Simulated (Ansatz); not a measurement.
# Zn₇Mo, space group Fm-3m: a point defect in a supercell

With the Ansatz DFT code, driven from Python.

The cells in order, each with its output:

```python
import warnings

import ansatz as az
from ase import Atoms
import numpy as np

params = {
    'scf_tol': 1e-08,
    'beta': 0.1,
    'xc': 'r2SCAN',
    'smearing_width': 0.01,
}

warnings.simplefilter('ignore', az.DeckWarning)
```

```python
atoms = Atoms(
    ['Zn', 'Zn', 'Zn', 'Zn', 'Zn', 'Zn', 'Zn', 'Mo'],
    scaled_positions=[
        [0.0, 0.0, 0.5],
        [0.5, 0.0, 0.5],
        [0.0, 0.5, 0.5],
        [0.5, 0.5, 0.0],
        [0.0, 0.5, 0.0],
        [0.5, 0.0, 0.0],
        [0.5, 0.5, 0.5],
        [0.0, 0.0, 0.0],
    ],
    cell=[
        [0.0, 3.85383, 3.85383],
        [3.85383, 0.0, 3.85383],
        [3.85383, 3.85383, 0.0],
    ],
    pbc=True,
)
crystal = az.Crystal.from_ase(atoms)
host = crystal.supercell(2, 1, 1)
defective = host.vacancy('Zn', at=[0.0, 0.5, 0.5])
```

```python
def prepare(structure):
    return (
        structure.calculation()
        .scf(tolerance=params['scf_tol'], algorithm='direct_min')
        .mixing('anderson', beta=params['beta'])
        .functional(params['xc'])
        .kpoints(3, center='gamma')
        .basis(23 * az.Ry)
        .occupations(az.OccupationsMethod.METHFESSEL_PAXTON, width=params['smearing_width'])  # smearing steadies the SCF of a metal
        .band_table()  # levels at the mesh points
    )
```

```python
perfect = prepare(host).run().report
calculation = prepare(defective).forces()
done = calculation.run()
report = done.report
```

    

```python
report['n_electrons']
```

    184.0

```python
done.lattice.cell_ang
```

    array([[0.     , 7.70766, 7.70766],
           [3.85383, 0.     , 3.85383],
           [3.85383, 3.85383, 0.     ]])

```python
type(done).__name__, type(report).__name__
```

    ('RunOutcome', 'dict')

```python
n_host, n_defect = len(perfect['lattice']['sites']), len(report['lattice']['sites'])
print(f'perfect cell: {n_host} atoms, F = {perfect["free_energy_ev"]:.4f} eV')
print(f'defect cell:  {n_defect} atoms, F = {report["free_energy_ev"]:.4f} eV')
# chemical potentials are still to be added to this difference
print(f'difference {report["free_energy_ev"] - perfect["free_energy_ev"]:.4f} eV (no chemical potentials)')
```

    perfect cell: 16 atoms, F = -56493.8174 eV
    defect cell:  15 atoms, F = -53166.6943 eV
    difference 3327.1231 eV (no chemical potentials)

```python
pull = np.linalg.norm(report['forces_ev_ang'], axis=1)
for atom in np.argsort(-pull)[:5]:
    print(f'force on {done.lattice.sites[atom].symbol}{atom}: {pull[atom]:.3f} eV/A')
```

    force on Zn5: 0.741 eV/A
    force on Zn13: 0.741 eV/A
    force on Zn8: 0.421 eV/A
    force on Zn10: 0.421 eV/A
    force on Zn1: 0.421 eV/A

Notes:
- These settings explore the input space; cutoff and mesh may be short of convergence.
- The cutoff lies under the one recommended for these potentials.
- The run is spin-unpolarised.
- For a metal this k-point mesh is coarse: on a finer one energies can move by several to tens of meV an atom and pressures by half a GPa or more, differences at one mesh by less.
- The atoms stand at ideal sites; relaxing them can change energy and levels by an eV or more.
- The difference holds no chemical potentials.
- Errors of mesh and smearing per atom add up over the supercell, so the energy can be off by tenths of an eV.
- This cell is a computed structure, which may not be the phase found in nature.
- The supercell is small, so the defect meets its images and the energies aren't those of an isolated defect; a partly filled defect level may also lower its energy by spin or distortion. For a charged cell the difference holds no correction, alignment or term for the electrons' reservoir.
- The script silences the warnings on its input, which a real study should read.
- Finished in 4.8 min on 1 thread of Arm Neoverse V2, on a shared host, peak memory 1.1 GiB.

(Lines on the test bed's own set-up are left out of the output.)
